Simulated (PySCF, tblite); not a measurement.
**C₆H₁₀OSi₂: geometry, infrared bands and NMR shifts**

Aim: predict the infrared bands and NMR shifts of C₆H₁₀OSi₂ (`C=C[SiH2]C1=CC(=O)[SiH2]C1`).

Computed with tblite 0.8.0 and PySCF 2.14.0, with density-fitted response routines of our own, on a single molecule in the gas phase. Atoms count from 0, in the outputs and in this text.

## Step 1: The starting structure

19 atoms, charge 0, multiplicity 1; geometry from: force field or distance geometry start.

Bonds of the start (Å): C0–C1 1.34, C1–Si2 1.84, Si2–C3 1.84, C3–C4 1.34, C4–C5 1.47, C5–O6 1.22, C5–Si7 1.88, Si7–C8 1.93, C8–C3 1.54, C0–H9 1.08, C0–H10 1.10, C1–H11 1.09, Si2–H12 1.48, Si2–H13 1.49, C4–H14 1.09, Si7–H15 1.50, Si7–H16 1.49, C8–H17 1.10, C8–H18 1.10.

## Step 2: Geometry optimisation with GFN2-xTB

The job: settings as JSON, then the geometry in Å.

```
{"job": {"kind": "relax", "xc": "GFN2-xTB", "basis": "xTB"}, "charge": 0, "multiplicity": 1}
C     -2.747900     0.944100     1.118100
C     -2.655900     0.073200     0.103000
Si    -1.308700    -0.003400    -1.145600
C      0.344800     0.010000    -0.343100
C      1.162600     1.074300    -0.315100
C      2.438500     0.872700     0.387800
O      3.333200     1.695500     0.528400
Si     2.537600    -0.872400     1.085500
C      0.792900    -1.286400     0.359400
H     -2.032100     1.734600     1.292500
H     -3.597000     0.894900     1.808200
H     -3.412800    -0.700600    -0.010600
H     -1.464600    -1.242100    -1.931800
H     -1.417200     1.167000    -2.059100
H      0.964600     2.049600    -0.770700
H      2.501400    -0.976000     2.580900
H      3.561000    -1.754100     0.459300
H      0.875400    -2.119400    -0.349200
H      0.114600    -1.552000     1.183800
```

Launch:

```sh
> OMP_NUM_THREADS=1 python probes_run.py task.json out
```

This one command runs all jobs of the session in turn.

**Question.** This job is followed by: GFN2-xTB harmonic vibrations, gas phase; GIAO PBE0/pcSseg-1 NMR shielding, non-relativistic, gas phase. What will the session give for the following? strongest single infrared mode (GFN2-xTB); zero-point energy (GFN2-xTB); ¹³C shifts against TMS (PBE0/pcSseg-1); ¹H shifts against TMS (PBE0/pcSseg-1, means over atoms taken as alike); ²⁹Si shifts against TMS (PBE0/pcSseg-1); ¹⁷O shifts against H2O (PBE0/pcSseg-1).

**Answer**, as computed:

| quantity | value |
| --- | --- |
| strongest single infrared mode (GFN2-xTB) | 1706 cm⁻¹, 347 km/mol |
| zero-point energy (GFN2-xTB) | 82.6 kcal/mol |
| ¹³C shifts against TMS (PBE0/pcSseg-1) | 238.3, 181.4, 161.7, 144.5, 137.3, 18.3 ppm |
| ¹H shifts against TMS (PBE0/pcSseg-1, means over atoms taken as alike) | 6.86, 6.58, 6.48, 6.02, 4.86, 4.00, 2.16 ppm |
| ²⁹Si shifts against TMS (PBE0/pcSseg-1) | -45.2, -81.8 ppm |
| ¹⁷O shifts against H2O (PBE0/pcSseg-1) | 843.9 ppm |

In words: Relaxing lowered the energy by 0.285 eV in 117 steps; the close pair that moved most is Si2–C3, from 1.838 to 1.891 Å. All 51 modes are real, so the xTB geometry is a minimum. The strongest single mode, at 1706 cm⁻¹, moves mainly C5 and O6. GFN2-xTB is a fitted tight-binding method: band positions and strengths are rough. Its intensities can rank the bands wrongly. The most deshielded hydrogen is H14 (hydrogen on an α carbon of a C=C–C=O unit), at 6.86 ppm: olefinic region. At PBE0/pcSseg-1: The largest span, 1827 ppm, is at O6, where the paramagnetic term is -903 ppm.
